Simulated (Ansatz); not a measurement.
**C (C (110), 2 layers): a single-point run**

Aim: a sound single-point run of C (C (110), 2 layers). The structure is shown as the input types it.

Computed with Ansatz 0.2.0 (Kohn-Sham DFT, with the functional, basis and potentials that each input names (as first typed), unless a step's input says otherwise).

## 1. Starting point

It takes space group Pmna (No. 53, orthorhombic). Conventional cell: a = 2.526 Å, b = 17.263 Å, c = 3.572 Å, α = 90.00°, β = 90.00°, γ = 90.00°. C (site symmetry m) has 3 C at 1.31 to 1.40 Å as nearest neighbours.

Structure file:

```
CELL_PARAMETERS angstrom
2.52553 0.00000 0.00000
0.00000 3.57164 0.00000
0.00000 0.00000 17.26280
ATOMIC_POSITIONS crystal
C 0.00000 0.33557 0.48295
C 0.50000 0.16443 0.48295
C 0.50000 0.83557 0.51705
C 0.00000 0.66443 0.51705
```

## 2. The run

Contents of input.yaml:

```yaml
crystal:
  lattice:
    - [2.525527427, 0.0, 0.0]
    - [0.0, 3.5716351394, 0.0]
    - [0.0, 0.0, 17.2628]
  atoms:
    - { symbol: C, position: [0.0, 0.3355680012, 0.4829528614] }
    - { symbol: C, position: [0.5, 0.1644319988, 0.4829528614] }
    - { symbol: C, position: [0.5, 0.8355679784, 0.5170471386] }
    - { symbol: C, position: [0.0, 0.6644320216, 0.5170471386] }
  periodic: [true, true, false]
kpoints:
  mp_grid: { grid: [12, 8, 1] }
scf:
  occupations: { method: fermi_dirac, width: 0.02 }
  max_iter: 50
hamiltonian:
  xc: pbe
  pseudopotentials: { kind: all_electron, lapw: { basis_error: 0.001 } }
  hubbard: { sites: [{ species: C, l: f, u_eff: 30.0 }] }
output:
  forces: true
  stress: true
  eigenvalues: true
```

Started as:

```bash
ansatz run input.yaml --threads 1 --pin off --max-ram 3584MiB --backend cpu --events-out ev --progress --plain --runs-dir out
```

Q: Will this input give a usable result? If not, why, and what should change?

The run ended at the input check. It says: «invalid value for `hamiltonian.pseudopotentials.projection_atoms`: `1s2 2s2 2p2 4f0` of C: PBE doesn't bind the shell 4f of the free atom, whose level lies at +1.13 eV. Type another configuration»

Look at the input: hamiltonian.hubbard.sites is [{species: C, l: f, u_eff: 30.0}]. The Hubbard term names a species or shell that the system's potentials don't have.

Remedy: delete hamiltonian.hubbard.sites.
